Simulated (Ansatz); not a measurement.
PBr in Ansatz: the effect of functional

The system is PBr.

```
CELL_PARAMETERS angstrom
4.93856 0.00000 0.00000
-2.06239 5.19450 0.00000
-0.69678 -0.65377 6.23326
ATOMIC_POSITIONS crystal
Br 0.66580 0.85501 0.24276
Br 0.33420 0.14499 0.75724
P 0.64072 0.49976 0.63187
P 0.35928 0.50024 0.36813
```

The cell comes from a database or a generator and needn't be the stable form of this composition.

Alike in all runs:

- Program: Ansatz 0.2.0
- Task: band structure
- Potentials or basis: Ansatz PAW
- k mesh: 4 × 3 × 3
- Occupations: fermi-dirac, width 0.05 eV
- Spin: no spin polarisation

```csv
functional,cutoff,gap on the mesh (eV),pressure (GPa),largest force (eV/Å)
LDA,420 eV (not typed: the program's choice for these potentials),1.58,-1.6,0.33
PBE,420 eV (not typed: the program's choice for these potentials),1.64,0.2,0.08
PBEsol,420 eV (not typed: the program's choice for these potentials),?,?,?
RPBE,420 eV (not typed: the program's choice for these potentials),1.68,1.1,0.14
revPBE,420 eV (not typed: the program's choice for these potentials),1.68,1.0,0.11
BLYP,420 eV (not typed: the program's choice for these potentials),1.62,1.4,0.35
r2SCAN,500 eV (not typed: the program's choice for these potentials),1.82,-0.7,0.28
HSE06,420 eV (not typed: the program's choice for these potentials),2.44,-0.8,0.57
PBE0,420 eV (not typed: the program's choice for these potentials),3.17,-0.8,0.61
r2SCAN0,500 eV (not typed: the program's choice for these potentials),3.27,-1.3,0.76
```

**Question.** What does the run with functional PBEsol give?

**Answer.** gap on the mesh 1.62 eV; pressure -0.7 GPa; largest force 0.25 eV/Å.

Caveats: the k mesh misses the band edges, so the gap on the mesh is wider than the one along the path; the PAW data sets come from PBE, with cores solved anew for the run's functional, which leaves a small shift of forces and pressure (some runs); the thresholds are loose for stress (some runs).
